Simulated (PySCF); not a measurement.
# C3H8F2Si: the cost of one run

Computed with PySCF 2.14.0, with density-fitted response routines of our own, on a single molecule in the gas phase. Atoms are numbered from 0 throughout.

## 1. The starting structure

14 atoms, charge 0, multiplicity 1; geometry from: GFN2-xTB. The atoms were then displaced at random by about 0.01 Å, so the start is not that level's minimum.

Bonds of the start (Å): F0–C1 1.34, C1–F2 1.36, C1–C3 1.53, C3–C4 1.49, C4–Si5 1.91, C1–H6 1.10, C3–H7 1.09, C3–H8 1.13, C4–H9 1.10, C4–H10 1.11, Si5–H11 1.45, Si5–H12 1.46, Si5–H13 1.46.

## 2. Geometry optimisation at PBE0-D3(BJ)/def2-SVP

Job settings and geometry (Å):

```
{"job": {"xc": "PBE0", "basis": "def2-SVP", "d3": "d3bj", "grid": 1, "shake": 0.01, "kind": "geom"}, "charge": 0, "multiplicity": 1}
F     -2.785160    -0.475570    -0.624290
C     -1.577410     0.091000    -0.475800
F     -1.042590     0.114470    -1.723380
C     -0.700660    -0.723060     0.483090
C      0.522730     0.005250     0.917200
Si     1.730650     0.455800    -0.489080
H     -1.699100     1.137960    -0.153330
H     -0.459100    -1.657660    -0.014080
H     -1.370900    -0.953570     1.365120
H      1.038480    -0.621230     1.663270
H      0.227760     0.916230     1.470830
H      1.249270     1.610620    -1.222230
H      1.864310    -0.705720    -1.360350
H      2.994570     0.790400     0.155280
```

Run with:

```console
$ OMP_NUM_THREADS=1 python probes_run.py task.json out
```

One launch serves the whole session: the jobs run in the order shown.

**Question.** How long does this first job take on 1 thread of Arm Neoverse N1, shared host, and how much memory does it need?

About 73 s, with a peak of 0.51 GiB.
